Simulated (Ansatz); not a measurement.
# BSiH4O2F (SMILES OB(F)O[SiH3]): BHLYP/6-31G(d) (spherical functions)

Aim: the energy change on altering one bond length of BSiH4O2F at BHLYP/6-31G* (spherical functions), from 2 runs. 

Program for the calculation: Ansatz 0.2.0.

129 further runs of the same task are left out: 1 that didn't finish, 128 set aside as unsound or not needed.

**1. The molecule**

BSiH4O2F: 9 atoms, total charge 0, spin state singlet. SMILES: `OB(F)O[SiH3]`. The shape is that of a PBE0-D4/def2-TZVP optimisation. This is one conformer, not always the lowest.

Bond lengths: O1–B2 1.359 Å, B2–F3 1.334 Å, B2–O4 1.348 Å, O4–Si5 1.655 Å, O1–H6 0.960 Å, Si5–H7 1.480 Å, Si5–H8 1.484 Å, Si5–H9 1.484 Å. Some angles: O1–B2–F3 120.0°, O1–B2–O4 121.1°, F3–B2–O4 118.9°, B2–O4–Si5 131.9°, B2–O1–H6 113.4°, O4–Si5–H7 106.4°, O4–Si5–H8 110.2°, O4–Si5–H9 110.2°, H7–Si5–H8 110.1°, H7–Si5–H9 110.1°.

**2. A single-point energy at BHLYP/6-31G(d) (spherical functions)**

The input, in.yaml:

```yaml
basis:
  gaussian:
    orbitals: 6-31G_st_-spherical.json
crystal:
  periodic: [false, false, false]
  atoms:
    - {symbol: O, position_ang: [-1.614100, 0.556700, 0.394000]}
    - {symbol: B, position_ang: [-0.395400, 1.157100, 0.352700]}
    - {symbol: F, position_ang: [-0.277300, 2.450800, 0.657900]}
    - {symbol: O, position_ang: [0.708900, 0.466900, 0.006200]}
    - {symbol: Si, position_ang: [0.934200, -1.114900, -0.425000]}
    - {symbol: H, position_ang: [-2.322500, 1.149900, 0.654100]}
    - {symbol: H, position_ang: [2.381900, -1.273900, -0.690900]}
    - {symbol: H, position_ang: [0.154500, -1.427600, -1.647800]}
    - {symbol: H, position_ang: [0.518200, -2.011000, 0.681800]}
accuracy: high
output: {orbitals: {seedname: orbitals}}
hamiltonian:
  xc: {name: BHLYP}
```

The basis set 6-31G* is read from a file made from the Basis Set Exchange's data (not shown).

Command:

```sh
ansatz run in.yaml --threads 1 --pin off --max-ram 3480MiB --events-out events.jsonl --progress --plain --runs-dir runs
```

What it wrote:

```text
Warning: RAYON_NUM_THREADS=1 ignored (pool sized by the plan → 1); use --threads N
Functional definition: BHLYP
  name "BHLYP"
  parameter a = 0.5
  exchange = (1 - a)*b88_x + a*exact_x
  correlation = lyp_c
1877 factors; integrals over basis functions are off by at most 3.6e-9 eV
mean field evaluation 1: about -15426.5045 eV, gradient 5.4e1 eV
mean field evaluation 2: about -15426.1190 eV, gradient 5.7e1 eV
mean field evaluation 4: about -15431.3617 eV, gradient 2.0e0 eV
mean field evaluation 8: about -15431.4373 eV, gradient 1.1e-1 eV
mean field evaluation 16: about -15431.4373 eV, gradient 1.1e-5 eV
mean field -15431.43729923 eV, -567.0948609427 hartree, gradient 3.0e-8 eV, S^2 0.000000; 0 other end points of the search recorded, 0 dependent functions left out
reference -15431.43732522 eV, -567.0948618978 hartree; 24, 24 occupied and 58, 58 virtual orbitals, 1877 factors
Total energy: -15431.43732522 eV, -567.0948618978 hartree
```

It took 4.2 s on 1 thread of Intel Xeon 6975P-C (Granite Rapids), shared host; peak memory 0.29 GiB.

**3. The distorted shape at the same level**

The input, run.yaml:

```yaml
crystal:
  periodic: [false, false, false]
  atoms:
    - {symbol: O, position_ang: [-1.224272, 0.713041, 1.005366]}
    - {symbol: B, position_ang: [-0.005572, 1.313441, 0.964066]}
    - {symbol: F, position_ang: [0.112528, 2.607141, 1.269266]}
    - {symbol: O, position_ang: [1.098728, 0.623241, 0.617566]}
    - {symbol: Si, position_ang: [1.324028, -0.958559, 0.186366]}
    - {symbol: H, position_ang: [-1.932672, 1.306241, 1.265466]}
    - {symbol: H, position_ang: [2.771728, -1.117559, -0.079534]}
    - {symbol: H, position_ang: [0.154500, -1.427600, -1.647800]}
    - {symbol: H, position_ang: [0.908028, -1.854659, 1.293166]}
basis:
  gaussian:
    orbitals: 6-31G_st_-spherical.json
hamiltonian:
  xc: {name: BHLYP}
accuracy: high
output: {orbitals: {seedname: orbitals}}
```

The basis set 6-31G* is read from a file made from the Basis Set Exchange's data (not shown).

Command:

```sh
ansatz run run.yaml --threads 1 --pin off --max-ram 3480MiB --events-out events.jsonl --progress --plain --runs-dir runs
```

What it wrote:

```text
Warning: RAYON_NUM_THREADS=1 ignored (pool sized by the plan → 1); use --threads N
[... 5 set-up lines as earlier in the session ...]
1874 factors; integrals over basis functions are off by at most 3.6e-9 eV
mean field evaluation 1: about -15424.3127 eV, gradient 5.4e1 eV
mean field evaluation 2: about -15423.7606 eV, gradient 5.8e1 eV
mean field evaluation 4: about -15429.1898 eV, gradient 2.2e0 eV
mean field evaluation 8: about -15429.2595 eV, gradient 1.2e-1 eV
mean field evaluation 16: about -15429.2596 eV, gradient 1.6e-5 eV
mean field -15429.25956976 eV, -567.0148308608 hartree, gradient 3.8e-8 eV, S^2 0.000000; 0 other end points of the search recorded, 0 dependent functions left out
reference -15429.25959652 eV, -567.0148318443 hartree; 24, 24 occupied and 58, 58 virtual orbitals, 1874 factors
Total energy: -15429.25959652 eV, -567.0148318443 hartree
```

Wall time 4.5 s (1 thread of Intel Xeon 6975P-C (Granite Rapids), shared host); peak memory 0.29 GiB.

**4. Summary of results**

Level: BHLYP/6-31G* (spherical functions).

```
                                                          quantity          value
                                         first shape: total energy  -567.09486 Eh
                                          first shape: HOMO energy      -10.45 eV
                                          first shape: LUMO energy        1.44 eV
                                        first shape: HOMO–LUMO gap       11.89 eV
                                     distorted shape: total energy  -567.01483 Eh
                                      distorted shape: HOMO energy       -8.72 eV
                                      distorted shape: LUMO energy        0.07 eV
                                    distorted shape: HOMO–LUMO gap        8.79 eV
energy change with the Si5–H8 bond stretched from 1.484 to 2.225 Å       2.178 eV
```

With the Si5–H8 bond stretched from 1.484 to 2.225 Å the energy rises by 2.18 eV (210 kJ/mol). The first shape isn't relaxed at this level, so the change isn't measured from a minimum.
